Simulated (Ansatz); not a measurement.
# CHGeSi: the cost of one run

Computed with Ansatz 0.2.0, Gaussian basis. Level: the settings change from run to run.

22 further runs of the same task are left out: 7 that didn't finish, 15 set aside as unsound or not needed. Runs told in other sessions of the task aren't counted.

### 1 What is computed

The geometry is a PBE0/def2-TZVP stationary point (not a proven minimum) with its atoms shifted at random (size 0.040 Å). No spin-orbit coupling is included. The filled d shell of Ge may be among the frozen orbitals whatever the setting's name suggests.

4 atoms, charge 0, spin multiplicity 4.

Atoms are counted from 1 here; the program's logs count them from 0.

Bond lengths: C1–Si2 1.751 Å, Si2–Ge3 2.296 Å, Si2–H4 1.705 Å, Ge3–H4 1.770 Å. Angles: C1–Si2–Ge3 160.0°, C1–Si2–H4 110.3°, Ge3–Si2–H4 49.9°, Si2–Ge3–H4 47.4°, Si2–H4–Ge3 82.7°.

### 2 BCCD/cc-pVDZ

The input, in.yaml:

```yaml
crystal:
  periodic: [false, false, false]
  atoms:
    - {symbol: C, position_ang: [-0.029400, 0.177876, 2.989098]}
    - {symbol: Si, position_ang: [-0.030233, -0.224853, 1.284794]}
    - {symbol: Ge, position_ang: [0.017731, 0.040946, -0.995738]}
    - {symbol: H, position_ang: [-0.085046, 1.194863, 0.342463]}
basis:
  gaussian: {orbitals: cc-pVDZ, point_charges: [{charge: 0.50, position_ang: [4.432, -0.738, -0.846]}]}
magnetization: {spin_polarized: true, initial_magnetization: 3}
hamiltonian: {xc: {name: PBE}}
correlation: {method: bccd, electrons: outside_noble_gas}
accuracy: high
scf: {lower_state_search: off}
```

The run is started by

```
$ ansatz run in.yaml --threads 1 --pin off --events-out ev --progress --plain --max-ram 2393MiB
```

What time and memory should one allow on 1 thread of Arm Neoverse V1, shared host?

About 16 s, with a peak of 0.31 GiB.
